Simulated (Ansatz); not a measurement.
# ZrB2: the crystal squeezed far

How does ZrB2 answer strong compression, and how long do frozen cores keep up with all electrons? The runs shown use LAPW and crystal datasets. Companion runs by PAW are cited. Its runs: the reference run (LAPW); volume scaled by 1 (crystal datasets); volume scaled by 0.8 (LAPW); volume scaled by 0.5 (LAPW); volume scaled by 0.45 (LAPW and crystal datasets).

Method: DFT LDA, with the methods named in each step, in Ansatz 0.2.0.

**1. Starting point**

The structure is hexagonal, space group P6/mmm (No. 191). The conventional cell has a = 3.168 Å, b = 3.168 Å, c = 3.552 Å, α = 90.00°, β = 90.00°, γ = 120.00°. Zr (site symmetry 6/mmm) has 12 B at 2.55 Å as nearest neighbours. B (site symmetry -6m2) has 3 B at 1.83 Å and 6 Zr at 2.55 Å as nearest neighbours.

Coordinates:

```
CELL_PARAMETERS angstrom
3.16752 0.00000 0.00000
-1.58376 2.74316 0.00000
0.00000 0.00000 3.55239
ATOMIC_POSITIONS crystal
Zr 0.00000 0.00000 0.00000
B 0.33333 0.66667 0.50000
B 0.66667 0.33333 0.50000
```

Whether this phase is the stable one at these pressures isn't tested.

Atoms are numbered in the order of the input: Zr1, B2, B3.

**2. The reference volume, LAPW**

input.yaml reads:

```yaml
crystal:
  lattice:
    - [3.1675246616, 0.0, 0.0]
    - [-1.5837623308, 2.743156824, 0.0]
    - [0.0, 0.0, 3.55238806]
  atoms:
    - { symbol: Zr, position: [0.0, 0.0, 0.0] }
    - { symbol: B, position: [0.3333333333, 0.6666666667, 0.5] }
    - { symbol: B, position: [0.6666666667, 0.3333333333, 0.5] }
kpoints:
  mp_grid: { grid: [13, 13, 10] }
  band_path:
    path:
      - [0.0, 0.0, 0.0]
      - [0.5, 0.0, 0.0]
      - [0.3333333333, 0.3333333333, 0.0]
      - [0.0, 0.0, 0.0]
      - [0.0, 0.0, 0.5]
      - [0.5, 0.0, 0.5]
      - [0.3333333333, 0.3333333333, 0.5]
      - [0.0, 0.0, 0.5]
      - [0.5, 0.0, 0.5]
    npoints: 14
scf:
  occupations: { method: fermi_dirac, width: 0.05 }
hamiltonian:
  xc: lda
  pseudopotentials: { kind: all_electron, lapw: { basis_error: 0.001 } }
output:
  forces: true
  stress: true
  eigenvalues: true
  populations: true
```

Started as:

```
$ ansatz run input.yaml --threads 1 --pin off --max-ram 3072MiB --backend cpu --events-out ev --progress --plain --runs-dir out
```

**3. Volume scaled by 1, crystal datasets**

input.yaml reads:

```yaml
crystal:
  lattice:
    - [3.1675246616, 0.0, 0.0]
    - [-1.5837623308, 2.743156824, 0.0]
    - [0.0, 0.0, 3.55238806]
  atoms:
    - { symbol: Zr, position: [0.0, 0.0, 0.0] }
    - { symbol: B, position: [0.3333333333, 0.6666666667, 0.5] }
    - { symbol: B, position: [0.6666666667, 0.3333333333, 0.5] }
kpoints:
  mp_grid: { grid: [13, 13, 10] }
scf:
  occupations: { method: fermi_dirac, width: 0.05 }
hamiltonian:
  xc: lda
  pseudopotentials: { kind: all_electron, datasets: crystal }
output:
  forces: true
  stress: true
  eigenvalues: true
  efg: { contact_densities: true }
```

**4. Volume scaled by 0.8, LAPW**

input.yaml reads:

```yaml
crystal:
  lattice:
    - [2.9404694199, 0.0, 0.0]
    - [-1.4702347099, 2.5465212167, 0.0]
    - [0.0, 0.0, 3.2977449504]
  atoms:
    - { symbol: Zr, position: [0.0, 0.0, 0.0] }
    - { symbol: B, position: [0.3333333333, 0.6666666667, 0.5] }
    - { symbol: B, position: [0.6666666667, 0.3333333333, 0.5] }
kpoints:
  mp_grid: { grid: [13, 13, 10] }
  band_path:
    path:
      - [0.0, 0.0, 0.0]
      - [0.5, 0.0, 0.0]
      - [0.3333333333, 0.3333333333, 0.0]
      - [0.0, 0.0, 0.0]
      - [0.0, 0.0, 0.5]
      - [0.5, 0.0, 0.5]
      - [0.3333333333, 0.3333333333, 0.5]
      - [0.0, 0.0, 0.5]
      - [0.5, 0.0, 0.5]
    npoints: 6
scf:
  occupations: { method: fermi_dirac, width: 0.05 }
hamiltonian:
  xc: lda
  pseudopotentials: { kind: all_electron, lapw: { basis_error: 0.001 } }
output:
  forces: true
  stress: true
  eigenvalues: true
  populations: true
```

**5. Volume scaled by 0.5, LAPW**

input.yaml, as its differences from that of step 4:

```diff
@@ -2,5 +2,5 @@
   lattice:
-    - [2.9404694199, 0.0, 0.0]
-    - [-1.4702347099, 2.5465212167, 0.0]
-    - [0.0, 0.0, 3.2977449504]
+    - [2.51406599, 0.0, 0.0]
+    - [-1.257032995, 2.1772450141, 0.0]
+    - [0.0, 0.0, 2.8195322717]
   atoms:
```

**6. Volume scaled by 0.45, LAPW**

input.yaml, as its differences from that of step 5:

```diff
@@ -2,5 +2,5 @@
   lattice:
-    - [2.51406599, 0.0, 0.0]
-    - [-1.257032995, 2.1772450141, 0.0]
-    - [0.0, 0.0, 2.8195322717]
+    - [2.4273040255, 0.0, 0.0]
+    - [-1.2136520127, 2.1021069488, 0.0]
+    - [0.0, 0.0, 2.7222284779]
   atoms:
```

**7. Volume scaled by 0.45, crystal datasets**

input.yaml reads:

```yaml
crystal:
  lattice:
    - [2.4273040255, 0.0, 0.0]
    - [-1.2136520127, 2.1021069488, 0.0]
    - [0.0, 0.0, 2.7222284779]
  atoms:
    - { symbol: Zr, position: [0.0, 0.0, 0.0] }
    - { symbol: B, position: [0.3333333333, 0.6666666667, 0.5] }
    - { symbol: B, position: [0.6666666667, 0.3333333333, 0.5] }
kpoints:
  mp_grid: { grid: [13, 13, 10] }
scf:
  occupations: { method: fermi_dirac, width: 0.05 }
hamiltonian:
  xc: lda
  pseudopotentials: { kind: all_electron, datasets: crystal }
output:
  forces: true
  stress: true
  eigenvalues: true
  efg: { contact_densities: true }
```

(Steps that only read results are left out.)

Q: Predict the outcome of this session. Wanted: LAPW pressure at 0.45 of the volume; PAW pressure at 0.45 of the volume; crystal datasets pressure at 0.45 of the volume; fitted bulk modulus at zero pressure.

**Answer**, as computed:

| quantity | value |
| --- | --- |
| LAPW pressure at 0.45 of the volume | 781.1 GPa |
| PAW pressure at 0.45 of the volume | 781.0 GPa |
| crystal datasets pressure at 0.45 of the volume | 781.1 GPa |
| fitted bulk modulus at zero pressure (LAPW) | 265 GPa |
| its pressure derivative | 3.69 |

At 0.45 of the starting volume LAPW gives 781 GPa. A third-order Birch-Murnaghan curve fits the range only roughly (B₀ = 265 GPa, B′ = 3.69, misfit at most 3.68 GPa). A fit over so wide a range leans to the high pressures, so B₀ can be off by several per cent. Where LAPW's pressure is over 3 GPa, PAW's departs from it by at most 0.1 %, at 0.8 of the volume. The ions are at rest, and the electrons smeared by 0.05 eV.
